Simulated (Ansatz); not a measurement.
# GaPdC2N2: the cost of one run

Computed with Ansatz 0.2.0 (DFT PBE, scalar-relativistic, plane waves, PAW, unless a step's input says otherwise).

### 1 The system as given

The structure is triclinic, space group P-1 (No. 2). The conventional cell has a = 3.608 Å, b = 3.846 Å, c = 9.209 Å, α = 81.54°, β = 83.79°, γ = 64.44°. Ga (site symmetry -1) is surrounded by 2 C at 1.90 Å. Pd (site symmetry -1) is surrounded by 2 N at 2.03 Å. Around C (site symmetry 1) lie 1 N at 1.17 Å and 1 Ga at 1.90 Å. Around N (site symmetry 1) lie 1 C at 1.17 Å and 1 Pd at 2.03 Å.

As a file:

```
CELL_PARAMETERS angstrom
3.60798 0.00000 0.00000
1.65961 3.46996 0.00000
0.99539 1.02578 9.09708
ATOMIC_POSITIONS crystal
Ga 0.00000 0.00000 0.00000
Pd 0.50000 0.50000 0.50000
C 0.18603 0.81397 0.81397
C 0.81397 0.18603 0.18603
N 0.30082 0.69918 0.69918
N 0.69918 0.30082 0.30082
```

A structure generator made this guess: packed cyanide-bridged chains (P-1, No. 2). Lengths come from tabulated atomic sizes and are only a guess.

### 2 Probe: one point on a coarse mesh

Input file input.yaml:

```yaml
crystal:
  lattice:
    - [3.60797541, 0.0, 0.0]
    - [1.6596093, 3.46996496, 0.0]
    - [0.99539377, 1.0257847, 9.0970843]
  atoms:
    - { symbol: Ga, position: [0.0, 0.0, 0.0] }
    - { symbol: Pd, position: [0.5, 0.5, 0.5] }
    - { symbol: C, position: [0.18602826, 0.81397174, 0.81397174] }
    - { symbol: C, position: [0.81397174, 0.18602826, 0.18602826] }
    - { symbol: "N", position: [0.30082418, 0.69917582, 0.69917582] }
    - { symbol: "N", position: [0.69917582, 0.30082418, 0.30082418] }
basis:
  ecutwfc: 420
kpoints:
  mp_grid: { grid: [6, 6, 2] }
hamiltonian:
  xc: pbe
scf:
  occupations: { method: gaussian, width: 0.1 }
  lower_state_search: "off"
output:
  forces: true
  stress: true
  eigenvalues: true
```

Run with:

```
ansatz run input.yaml --threads 1 --pin off --max-ram 2560MiB --backend cpu --events-out ev --progress --plain --runs-dir out
```

What time and memory should one allow on 1 thread of AMD EPYC, shared host?

About 18 s, with a peak of 0.47 GiB.
